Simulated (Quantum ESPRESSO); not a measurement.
Set up this calculation in Quantum ESPRESSO 7.5, as the native input.

```yaml
Task: relaxation of the atoms
Functional: PBE
Dispersion: D3(BJ)
Potentials_or_basis: SG15 PBE 1.2
Cutoff: 1197 eV
Density_cutoff: 4789 eV
k_mesh: 8 × 8 × 1
Occupations: gaussian, width 0.2 eV
Spin: no spin polarisation
Boundary_across_the_vacuum: none
Most_ionic_steps: 30
Forc_conv_thr: 0.001 Ry/bohr
Etot_conv_thr: 0.0001 Ry
Upscale: 10
Ion_dynamics: bfgs
Mixing_mode: local-TF
Mixing_beta: 0.3
Most_SCF_iterations: 150
SCF_threshold: 6e-08 Ry
```

GaS2, a sheet with vacuum:

```xyz
3
Lattice="2.5834 0.0000 0.0000 0.0000 2.5834 0.0000 0.0000 0.0000 34.3012" Properties=species:S:1:pos:R:3 pbc="T T T"
Ga    0.0000    0.0000    9.5001
S     0.0000    0.0000   11.9934
S     0.0000    0.0000    7.0067
```

The cell was built by a generator and needn't be a form met in nature.

The input as run:

pw.in

```
&CONTROL
  calculation = 'relax'
  prefix = 'pwscf'
  outdir = './tmp'
  pseudo_dir = './pseudo'
  tprnfor = .true.
  disk_io = 'low'
  nstep = 30
  forc_conv_thr = 0.001
  etot_conv_thr = 0.0001
  max_seconds = 2720
/
&SYSTEM
  ibrav = 0
  celldm(1) = 8
  nat = 3
  ntyp = 2
  ecutwfc = 88
  nbnd = 19
  occupations = 'smearing'
  smearing = 'gaussian'
  degauss = 0.01469973
  vdw_corr = 'grimme-d3'
  dftd3_version = 4
/
&ELECTRONS
  conv_thr = 6d-08
  electron_maxstep = 150
  mixing_beta = 0.3
  mixing_mode = 'local-TF'
/
&IONS
  upscale = 10
  ion_dynamics = 'bfgs'
/
ATOMIC_SPECIES
Ga    69.7230 Ga_ONCV_PBE-1.2.upf
S     32.0600 S_ONCV_PBE-1.2.upf
CELL_PARAMETERS alat
  0.6102327223218   0.0000000000000   0.0000000000000
  0.0000000000000   0.6102327223218   0.0000000000000
  0.0000000000000   0.0000000000000   8.1024794939364
ATOMIC_POSITIONS crystal
Ga     0.0000000000    0.0000000000    0.2769600000
S      0.0000000000    0.0000000000    0.3496500000
S      0.0000000000    0.0000000000    0.2042700000
K_POINTS automatic
8 8 1 0 0 0
```

pp_density.in

```
&INPUTPP
  prefix = 'pwscf'
  outdir = './tmp'
  filplot = 'density.dat'
  plot_num = 0
/
&PLOT
  nfile = 1
  filepp(1) = 'density.dat'
  iflag = 3
  output_format = 6
  fileout = 'density.cube'
/
```

pp_potential.in

```
&INPUTPP
  prefix = 'pwscf'
  outdir = './tmp'
  filplot = 'potential.dat'
  plot_num = 11
/
&PLOT
  nfile = 1
  filepp(1) = 'potential.dat'
  iflag = 3
  output_format = 6
  fileout = 'potential.cube'
/
```

pp_elf.in

```
&INPUTPP
  prefix = 'pwscf'
  outdir = './tmp'
  filplot = 'elf.dat'
  plot_num = 8
/
&PLOT
  nfile = 1
  filepp(1) = 'elf.dat'
  iflag = 3
  output_format = 6
  fileout = 'elf.cube'
/
```

Potentials or basis: SG15 PBE 1.2.

Run with:

```console
$ OMP_NUM_THREADS=1 mpirun -n 2 pw.x -nk 2 -in pw.in > pw.out
$ OMP_NUM_THREADS=1 mpirun -n 1 pp.x -in pp_density.in > pp_density.out
$ OMP_NUM_THREADS=1 mpirun -n 1 pp.x -in pp_potential.in > pp_potential.out
$ OMP_NUM_THREADS=1 mpirun -n 1 pp.x -in pp_elf.in > pp_elf.out
```

Results of the run:

```json
{
  "Energy gained by relaxing": "2.5 meV/atom",
  "Ionic steps": "8",
  "Largest force after relaxing": "0.016 eV/Å",
  "Band gap on the k mesh": "none (metal or under the smearing width)",
  "Work function of the upper face": "5.12 eV",
  "Work function of the lower face": "5.12 eV"
}
```

Wall time 6 min on 2 MPI ranks on Arm Neoverse V2 (shared host), peak memory 0.64 GiB a rank.
